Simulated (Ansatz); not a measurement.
Task: a projected density of states of Rh, space group P6_3/mmc, with Ansatz 0.2.0, Python API. Give the script and its output. Use: PBEsol, PAW, the default cutoff (420 eV here), 11×11×6 k-points, Methfessel-Paxton smearing of 0.1 eV.

```cif
data_structure
_symmetry_space_group_name_H-M 'P 1'
_symmetry_Int_Tables_number 1
_cell_length_a 2.7310
_cell_length_b 2.7310
_cell_length_c 4.4285
_cell_angle_alpha 90.000
_cell_angle_beta 90.000
_cell_angle_gamma 120.000
_cell_volume 28.60
loop_
_atom_site_label
_atom_site_type_symbol
_atom_site_fract_x
_atom_site_fract_y
_atom_site_fract_z
_atom_site_occupancy
Rh1 Rh 0.66667 0.33333 0.75000 1
Rh2 Rh 0.33333 0.66667 0.25000 1
```

The script, `pdos_rh.py`:
```python
import warnings

import ansatz as az
import numpy as np

lattice = az.Lattice.of(
    (2.730979, 0.0, 0.0),
    (-1.36549, 2.365097, 0.0),
    (0.0, 0.0, 4.428489),
)
sites = [
    ("Rh", (2 / 3, 1 / 3, 0.75)),
    ("Rh", (1 / 3, 2 / 3, 0.25)),
]
crystal = az.Crystal(lattice=lattice)
for symbol, position in sites:
    crystal = crystal.atom(symbol, position)

calculation = (
    crystal.calculation()
    .functional(az.Functional.PBESOL)
    .occupations(az.OccupationsMethod.METHFESSEL_PAXTON)
    .kpoints(mesh=(11, 11, 6))
    .scf(extra_bands=10)
    .density_of_states(projected=True, energy_step=0.1)
)
with warnings.catch_warnings(record=True) as caught:
    warnings.simplefilter("always")
    res = calculation.run()
print("warnings raised:", sorted(w.category.__name__ for w in caught) or "none")
r = res.report

dos = res.density_of_states()
energy = np.asarray(dos.energies_ev) - dos.fermi_ev
curves = {}
for site in res.projected_density_of_states().sites:
    for shell in site.shells:
        weight = sum(np.sum(curve.g_bin_mean_per_ev, axis=0) for curve in shell.curves)
        name = f"{site.species} {shell.label}"
        curves[name] = curves.get(name, 0) + weight

print("E-EF   " + " ".join(f"{name:>8s}" for name in curves))
for e in np.arange(-10, 6 + 0.1, 1.0):
    print(f"{e:5.1f}  " + " ".join(f"{np.interp(e, energy, g):8.3f}" for g in curves.values()))
```

```console
$ python pdos_rh.py
warnings raised: ['DeckWarning']
E-EF      Rh 4S    Rh 5S    Rh 4P    Rh 4D
-10.0     0.000    0.000    0.000    0.000
 -9.0     0.000    0.000    0.000    0.000
 -8.0     0.000    0.000    0.000    0.000
 -7.0     0.004    0.133    0.002    0.003
 -6.0     0.005    0.296    0.007    0.094
 -5.0     0.002    0.349    0.017    2.949
 -4.0     0.000    0.134    0.016    2.896
 -3.0     0.000    0.199    0.016    4.088
 -2.0     0.000    0.212    0.014    3.599
 -1.0     0.000    0.101    0.004    2.269
  0.0     0.000    0.080    0.002    3.697
  1.0     0.000    0.141    0.002    0.349
  2.0     0.001    0.233    0.002    0.233
  3.0     0.002    0.218    0.001    0.144
  4.0     0.002    0.188    0.001    0.087
  5.0     0.002    0.153    0.000    0.056
  6.0     0.002    0.184    0.000    0.044
```

Reading the output:
- The mesh is modest for a metal, so energies can be off by several to tens of meV an atom and pressures by half a GPa or more; differences at equal mesh fare better.
- This isn't the structure that Rh takes at ambient conditions.
- Curves are summed over the cell's atoms. Only shells that the potentials hold have channels, so projections don't add up to the total, least of all where a shell is missing (p of most metals); heights and places of peaks move with the mesh.
- The density of states is complete only as far up as bands were computed.
- The whole script took 2.9 s on 1 thread of Intel(R) Xeon(R) Platinum 8259CL CPU @ 2.50GHz (Skylake/Cascade Lake), with other jobs on the host, peak memory 0.39 GiB.
